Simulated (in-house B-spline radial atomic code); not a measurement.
# Rb¹⁴⁺: Hartree-Fock with and without relativity

Aim: what relativity does to the energy, levels and radii of Rb¹⁴⁺.

Program: in-house B-spline radial atomic code version 1. Level of theory: Hartree-Fock averaged over the configuration, non-relativistic (point nucleus) and Dirac-Coulomb (finite nucleus); spherical all-electron atom at the radial basis limit. These are calculated values, not measurements, unless marked.

### Step 1. The system

```
element       : rubidium (Z = 37)
charge        : +14
electrons     : 23
configuration : [Ar] 3d5
nucleus       : point (non-relativistic run); Fermi, rms radius 4.204 fm (Dirac runs)
```

Outer shells as boxes (Hund's rule):

[Ar] 3d5
```
[Ar] core
3d [↑ ][↑ ][↑ ][↑ ][↑ ]
```

The boxes draw the filling by Hund's rule, which heavy ions in jj coupling don't follow; these runs average over all states of the configuration.

### Step 2. Non-relativistic run

The run's settings:

```ini
Z = 37
electrons = 23.0
configuration = [Ar] 3d5
hamiltonian = nr
method = hf
spin_polarised = False
```

### Step 3. Dirac-Coulomb run

The run's settings:

```ini
Z = 37
electrons = 23.0
configuration = [Ar] 3d5
hamiltonian = dirac
method = hf
spin_polarised = False
nucleus = fermi
rms_radius = 4.2036
mass_number = 85
atomic_mass = 84.91178973604
speed_of_light = 137.035999084
```

### Step 4. Dirac-Coulomb run in the lowest jj configuration, 1s2 2s2 2p6 3s2 3p6 3d-4 3d+1

In configurations, a minus sign after the shell means j = l − 1/2 and a plus sign j = l + 1/2; the count of electrons follows.

The settings differ from step 3 so:

```diff
@@ -2,3 +2,3 @@
 electrons = 23.0
-configuration = [Ar] 3d5
+configuration = 1s2 2s2 2p6 3s2 3p6 3d-4 3d+1
 hamiltonian = dirac
```

Before running: How much does each shell's level and mean radius change with the Dirac Hamiltonian, and the total energy?

**Answer**, as computed:

Levels and radii; the Dirac values are averaged over j with the occupations as weights.

| shell | ε non-rel. (eV) | ε Dirac (eV) | <r> non-rel. (bohr) | <r> Dirac (bohr) | change of <r> (%) |
| --- | --- | --- | --- | --- | --- |
| 1s | -15423.8 | -15715.1 | 0.04128 | 0.04028 | -2.42 |
| 2s | -2456.97 | -2524.98 | 0.1811 | 0.1765 | -2.55 |
| 2p | -2263.67 | -2281.26 | 0.1563 | 0.1544 | -1.22 |
| 3s | -690.25 | -704.74 | 0.4896 | 0.4804 | -1.89 |
| 3p | -616.47 | -620.87 | 0.4839 | 0.4797 | -0.86 |
| 3d | -501.35 | -499.73 | 0.4507 | 0.4510 | +0.08 |

Relativity and the finite nucleus together change the total energy by -41.52 hartree (-1.5 %). The first-order mass-velocity and Darwin terms of the non-relativistic run add up to -39.14 hartree, 94 % of it. The strongest contraction, averaged over j, is that of 2s (-2.55 %), while 3d expands by 0.08 %, being screened better by the contracted inner s and p shells. Spin-orbit coupling splits the 3d level by 2.021 eV and the 2p level by 61.489 eV. The lowest jj configuration lies 5.550 eV below the average over the whole configuration. Breit terms add 1.54 hartree and QED terms 1.04 hartree.
